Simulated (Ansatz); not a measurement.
# BrCdH2N: geometry optimisation

Aim: relax BrCdH2N at this level.

Program: Ansatz 0.2.0. Level of theory: RKS r2SCAN-D4/def2-TZVP. These are calculated values, not measurements.

**1. Where the work starts**

SMILES `[NH2][Cd][Br]`, 5 atoms, charge 0, spin multiplicity 1.

Atoms are counted from 1 here; the program's logs count them from 0.

Bond lengths: N1–Cd2 2.033 Å, N1–H4 1.032 Å, N1–H5 1.032 Å, Cd2–Br3 2.428 Å. Angles: Cd2–N1–H4 109.2°, Cd2–N1–H5 109.2°, H4–N1–H5 104.7°, N1–Cd2–Br3 174.0°.

Coordinates:

```xyz
5
BrCdH2N
N    -0.3050    1.0303   -0.4343
Cd    0.4931   -0.7318    0.1904
Br    1.6631   -2.7621    0.8270
H    -1.1413    0.8400   -1.0077
H    -0.6601    1.5498    0.3833
```

**2. Relaxation**

Input file input.yaml:

```yaml
crystal:
  periodic: [false, false, false]
  atoms:
    - { symbol: "N", position_ang: [-0.304974, 1.030323, -0.434306] }
    - { symbol: Cd, position_ang: [0.493074, -0.73178, 0.190368] }
    - { symbol: Br, position_ang: [1.663114, -2.762105, 0.826966] }
    - { symbol: H, position_ang: [-1.141318, 0.840017, -1.007733] }
    - { symbol: H, position_ang: [-0.660095, 1.549845, 0.383305] }
basis:
  gaussian: { orbitals: def2-TZVP }
hamiltonian:
  xc: r2scan
  dispersion: d4
output:
  forces: true
relax:
  f_tol: 0.003
  max_steps: 120
```

Run with:

```sh
> ansatz run input.yaml --threads 1 --pin off --max-ram 2560MiB --backend cpu --events-out ev --progress --plain --runs-dir out
```

Before running it: what results should come out? Wanted: energy gained; root mean square move; dipole moment.

As calculated:

| quantity | value |
| --- | --- |
| energy gained | 0.0117 eV |
| root mean square move | 0.016 Å |
| dipole moment | 2.54 D |

**Reading.** Bond lengths: N1–Cd2 2.016 Å, N1–H4 1.017 Å, N1–H5 1.017 Å, Cd2–Br3 2.408 Å. Angles: Cd2–N1–H4 110.0°, Cd2–N1–H5 110.0°, H4–N1–H5 105.5°, N1–Cd2–Br3 174.5°. No frequencies were computed here.
